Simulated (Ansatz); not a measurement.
## Molecular dynamics of Sc$_{8}$HIr$_{8}$C

Input:

```yaml
accuracy: low
crystal:
  lattice:
    - [6.436772, 0.0, 0.0]
    - [0.0, 6.436772, 0.0]
    - [0.0, 0.0, 18.827579]
  atoms:
    - { symbol: Sc, position: [0.25, 0.25, 0.1385836] }
    - { symbol: Ir, position: [0.0, 0.0, 0.0531136] }
    - { symbol: Sc, position: [0.25, 0.25, 0.3095235] }
    - { symbol: Ir, position: [0.0, 0.0, 0.2240536] }
    - { symbol: Sc, position: [0.25, 0.75, 0.1385836] }
    - { symbol: Ir, position: [0.0, 0.5, 0.0531136] }
    - { symbol: Sc, position: [0.25, 0.75, 0.3095235] }
    - { symbol: Ir, position: [0.0, 0.5, 0.2240536] }
    - { symbol: Sc, position: [0.75, 0.25, 0.1385836] }
    - { symbol: Ir, position: [0.5, 0.0, 0.0531136] }
    - { symbol: Sc, position: [0.75, 0.25, 0.3095235] }
    - { symbol: Ir, position: [0.5, 0.0, 0.2240536] }
    - { symbol: Sc, position: [0.75, 0.75, 0.1385836] }
    - { symbol: Ir, position: [0.5, 0.5, 0.0531136] }
    - { symbol: Sc, position: [0.75, 0.75, 0.3095235] }
    - { symbol: Ir, position: [0.5, 0.5, 0.2240536] }
    - { symbol: C, position: [0.4107472, 0.4336817, 0.51638] }
    - { symbol: H, position: [0.4161229, 0.4280744, 0.5748049] }
basis:
  ecutwfc: 420.0
kpoints:
  mp_grid: { grid: [3, 3, 1] }
hamiltonian:
  xc: pbe
scf:
  occupations: { method: fermi_dirac, width: 0.15 }
  lower_state_search: "off"
md:
  timestep: 0.5
  n_steps: 450
  ensemble: nve
  initial_velocities: zero
  seed: 781392
  initial_site_velocities:
    - { site: 16, velocity: [0.0, 0.0, -0.024349] }
    - { site: 17, velocity: [0.0, 0.0, -0.024349] }
  constraints: [{ sites: [1, 5, 9, 13] }]
```

Run as:

```bash
$ ansatz run input.yaml --threads 4 --pin off --max-ram 10240MiB --backend cpu --events-out ev --progress --plain --runs-dir out
```

It starts from an unrelaxed structure (largest force component 2.30 eV/Å).

Output, in part (step lines):

```
md step     0: t =     0.00 fs  T =   221.0 K  F+E_penalty+E_count = -112832.71410128 eV  E_kin = 0.399990 eV  conserved = -112832.31411178 eV  (14 SCF iters)
md step     1: t =     0.50 fs  T =   226.8 K  F+E_penalty+E_count = -112832.72455070 eV  E_kin = 0.410422 eV  conserved = -112832.31412888 eV  (8 SCF iters)
md step     2: t =     1.00 fs  T =   234.2 K  F+E_penalty+E_count = -112832.73801871 eV  E_kin = 0.423846 eV  conserved = -112832.31417317 eV  (9 SCF iters)
md step     3: t =     1.50 fs  T =   242.9 K  F+E_penalty+E_count = -112832.75381016 eV  E_kin = 0.439581 eV  conserved = -112832.31422891 eV  (10 SCF iters)
md step     4: t =     2.00 fs  T =   252.4 K  F+E_penalty+E_count = -112832.77104687 eV  E_kin = 0.456769 eV  conserved = -112832.31427763 eV  (10 SCF iters)
md step     5: t =     2.50 fs  T =   262.3 K  F+E_penalty+E_count = -112832.78895168 eV  E_kin = 0.474647 eV  conserved = -112832.31430513 eV  (4 SCF iters)
md step     6: t =     3.00 fs  T =   272.3 K  F+E_penalty+E_count = -112832.80706797 eV  E_kin = 0.492762 eV  conserved = -112832.31430611 eV  (5 SCF iters)
md step     7: t =     3.50 fs  T =   282.4 K  F+E_penalty+E_count = -112832.82535380 eV  E_kin = 0.511070 eV  conserved = -112832.31428333 eV  (4 SCF iters)
[... lines left out ...]
md step   450: t =   225.00 fs  T =  1977.2 K  F+E_penalty+E_count = -112835.89175640 eV  E_kin = 3.578000 eV  conserved = -112832.31375615 eV  (10 SCF iters)
```

The steps, from the saved trajectory:

```
time (fs)  T (K)  potential energy less start (eV)  conserved less start (meV/atom)
        0    221                             0.000                             0.00
      7.5    398                            -0.320                            -0.01
       15    760                            -0.975                            -0.01
     22.5   1248                            -1.858                            -0.01
       30   1806                            -2.869                            -0.01
     37.5   2432                            -4.002                            -0.01
       45   3115                            -5.239                            -0.04
     52.5   2754                            -4.585                            -0.09
       60   2768                            -4.610                            -0.06
     67.5   3542                            -6.012                            -0.10
       75   2397                            -3.939                            -0.04
     82.5   1751                            -2.767                             0.05
       90   2716                            -4.518                            -0.17
     97.5   2426                            -3.991                            -0.05
      105   2157                            -3.504                            -0.05
    112.5   2370                            -3.888                             0.00
      120   2707                            -4.499                             0.01
    127.5   2880                            -4.815                            -0.16
      135   2641                            -4.382                            -0.11
    142.5   2058                            -3.325                             0.02
      150   1382                            -2.104                            -0.17
    157.5    981                            -1.378                            -0.13
      165    947                            -1.313                             0.02
    172.5    950                            -1.322                            -0.13
      180    954                            -1.328                            -0.12
    187.5   1226                            -1.818                             0.00
      195   1831                            -2.912                             0.07
    202.5   2239                            -3.652                            -0.03
      210   2469                            -4.070                            -0.08
    217.5   2580                            -4.270                            -0.07
      225   1977                            -3.178                             0.02
```

All steps were run. The conserved energy stayed within 0.23 meV per atom of its start (net change 0.02 meV per atom), so the integration is sound. A run of 0.23 ps of so small a system gives no equilibrium averages. Limits of this set-up: coarse k mesh, thin slab, slab without dipole correction, odd electron count without spin, a typed lattice constant that wasn't relaxed here, low accuracy level.

Mean squared displacements from the first frame to the last: Sc 0.16 Å², Ir 0.01 Å², C 8.79 Å², H 14.40 Å².

Last frame:

```xyz
18
Lattice="6.4368 0.0000 0.0000 0.0000 6.4368 0.0000 0.0000 0.0000 18.8276" Properties=species:S:1:pos:R:3
Sc 1.652 1.675 2.307
Ir 0.000 0.000 1.000
Sc 1.427 1.278 5.647
Ir 0.060 0.038 3.973
Sc 1.673 4.794 2.289
Ir 0.000 3.218 1.000
Sc 1.485 4.849 5.357
Ir 0.027 3.228 4.134
Sc 4.825 1.661 2.321
Ir 3.218 0.000 1.000
Sc 4.705 1.733 5.821
Ir 3.204 -0.042 4.116
Sc 4.809 4.801 2.436
Ir 3.218 3.218 1.000
Sc 5.021 5.422 5.475
Ir 3.230 3.219 4.047
C 2.917 1.559 7.040
H 1.715 1.297 7.454
```

The run took 39 min on 4 threads of Intel(R) Xeon(R) 6975P-C (Granite Rapids), with other jobs on the host, peak memory 2.7 GiB.
